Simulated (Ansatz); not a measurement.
# CoHO+ (doublet): wave-function methods side by side, def2-TZVPP

An exercise on one series of results from a longer session: the logs are not shown, and one member is left open.

The runs use Ansatz 0.2.0, Gaussian basis; def2-TZVPP, core rule «outside noble gas», up to 10 orbitals frozen.

To be run: UHF; ROHF; CCSD(T) on UHF.

2 further runs of the same task are left out: 2 set aside as unsound or not needed.

### The system

The geometry is a PBE0/def2-TZVP stationary point (not a proven minimum) of the parent state, kept for this charge and spin.

3 atoms, charge 1, spin multiplicity 2.

Atoms are counted from 1 here; the program's logs count them from 0.

Bond lengths: Co1–O2 1.717 Å, O2–H3 0.966 Å. Angles: Co1–O2–H3 111.2°.

Coordinates:

```xyz
3
CoHO
Co    0.00000    0.01618    0.38905
O     0.00000   -0.10779   -1.32364
H     0.00000    0.76506   -1.73645
```

The first run:

in.yaml reads:

```yaml
crystal:
  periodic: [false, false, false]
  atoms:
    - {symbol: Co, position_ang: [0.000000, 0.016178, 0.389046]}
    - {symbol: O, position_ang: [0.000000, -0.107788, -1.323644]}
    - {symbol: H, position_ang: [0.000000, 0.765063, -1.736447]}
basis:
  gaussian: {orbitals: def2-TZVPP}
total_charge: 1
magnetization: {spin_polarized: true, initial_magnetization: 1}
hamiltonian: {xc: hf}
output: {orbitals: {seedname: orbitals}}
```

Run with:

```sh
$ ansatz run in.yaml --threads 1 --pin off --events-out ev --progress --plain --max-ram 3968MiB --backend cpu
```

Among the steps run: UHF; ROHF; CCSD(T) on UHF.

One table of the session follows, with a row left open; its other results are not shown here.

It belongs to the step «Misses and costs». 

```
  method  from UCCSD(T) (kcal/mol)
    ROHF                   +364.09
     UHF                   +340.37
    UMP2                    +27.72
   UCCSD                         ?
UCCSD(T)                         0
```

Estimate the missing values for UCCSD.

**Answer.** from UCCSD(T) (kcal/mol): +17.97. In the column «from UCCSD(T) (kcal/mol)» it lies between UCCSD(T) (0) and UMP2 (+27.72).

The program flags UCCSD(T) as in doubt (see the logs), so the zero of the table is itself unsure.

To keep in mind: The determinant is far from a pure spin state, so its energy mixes those of several spin states (harmless only where they are near-degenerate, as at dissociation). The program flags UCCSD(T) as in doubt, so the zero of the table is itself unsure.
